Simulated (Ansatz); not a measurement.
CsLiCr2Te2S3:

```
Cs Li Cr Te S
1.0
     3.60358    0.00000    0.00000
    -1.80179    3.12079    0.00000
     0.00000    0.00000   19.06651
Cs Li Cr Te S
1 1 2 2 3
Direct
  0.00000 0.00000 0.37399
  0.66667 0.33333 0.01607
  0.00000 0.00000 0.86637
  0.33333 0.66667 0.16833
  0.33333 0.66667 0.53891
  0.66667 0.33333 0.77276
  0.00000 0.00000 0.10030
  0.33333 0.66667 0.92920
  0.66667 0.33333 0.23408
```

The cell was built by a generator and needn't be a form met in nature.

Base run:

* Program: Ansatz 0.2.0
* Functional: LDA
* Potentials or basis: all-electron LAPW, scalar-relativistic
* Cutoff: 238 eV (chosen from the basis error)
* Basis error allowed: 0.002 eV/atom
* k mesh: 6 × 6 × 2
* Occupations: fermi-dirac, width 0.05 eV
* Spin: collinear spin, ferromagnetic start
* Starting moments: [0.0, 0.0, 3.0, 3.0, 0.0, 0.0, 0.0, 0.0, 0.0] μB

Its results: pressure -4.9 GPa; net moment 5.58 μB per cell; site moments Cs +0.00; Li -0.01; Cr +2.74, +2.94; Te -0.01, -0.18; S -0.04, -0.05 μB; largest force 0.647 eV/Å.

Question: The run is repeated on the same cell with these changes: functional from LDA to PBE; k mesh from 6 × 6 × 2 to 5 × 5 × 2. What comes out?

Answer: Pressure 0.1 GPa; net moment 5.33 μB per cell; site moments Cs -0.00; Li -0.01; Cr +2.80, +2.96; Te -0.17, -0.19; S -0.04, -0.06 μB; largest force 0.086 eV/Å.

Several settings changed at once, so the effect can't be laid on one alone.

Caveats: some runs use coarse meshes; the k mesh is thin for a metal, which can move the energy by tens of meV per atom; only a ferromagnetic start was run, and an antiferromagnetic order may lie lower in energy.
